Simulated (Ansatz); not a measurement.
# CH6Ge: the cost of one run

Program: Ansatz 0.2.0. Level of theory: RKS PBE/def2-SVP. These are calculated values, not measurements.

## Step 1: The structure to begin with

Bond lengths: Ge1–H2 1.550 Å, Ge1–C3 1.960 Å, C3–H4 1.110 Å, C3–H5 1.110 Å, C3–H6 1.110 Å, Ge1–H7 1.549 Å, Ge1–H8 1.549 Å. Angles: H2–Ge1–C3 109.4°, H2–Ge1–H7 109.5°, H2–Ge1–H8 109.5°, C3–Ge1–H7 109.5°, C3–Ge1–H8 109.5°, H7–Ge1–H8 109.5°, Ge1–C3–H4 109.5°, Ge1–C3–H5 109.5°, Ge1–C3–H6 109.5°, H4–C3–H5 109.4°, H4–C3–H6 109.4°, H5–C3–H6 109.4°.

As a file:

```xyz
8

Ge    0.0000    0.0000    0.0000
H     0.0000    0.0000    1.5500
C     1.8483    0.0000   -0.6527
H     2.1960   -1.0463   -0.7809
H     1.8968    0.5276   -1.6281
H     2.5002    0.5187    0.0808
H    -0.7300    1.2648   -0.5162
H    -0.7300   -1.2648   -0.5162
```

## Step 2: Preparing the start

Contents of input.yaml:

```yaml
crystal:
  periodic: [false, false, false]
  atoms:
    - { symbol: Ge, position_ang: [0.0, 0.0, 0.0] }
    - { symbol: H, position_ang: [0.0, 0.0, 1.55] }
    - { symbol: C, position_ang: [1.8483, 0.0, -0.6527] }
    - { symbol: H, position_ang: [2.196, -1.0463, -0.7809] }
    - { symbol: H, position_ang: [1.8968, 0.5276, -1.6281] }
    - { symbol: H, position_ang: [2.5002, 0.5187, 0.0808] }
    - { symbol: H, position_ang: [-0.73, 1.2648, -0.5162] }
    - { symbol: H, position_ang: [-0.73, -1.2648, -0.5162] }
basis:
  gaussian: { orbitals: def2-SVP }
hamiltonian:
  xc: pbe
relax:
  f_tol: 0.02
  max_steps: 40
```

Run with:

```sh
$ ansatz run input.yaml --threads 1 --pin off --max-ram 2048MiB --backend cpu --events-out ev --progress --plain --runs-dir out
```

What time and memory should one allow on 1 thread of Arm Neoverse V1, shared host?

About 19 s, with a peak of 0.13 GiB.
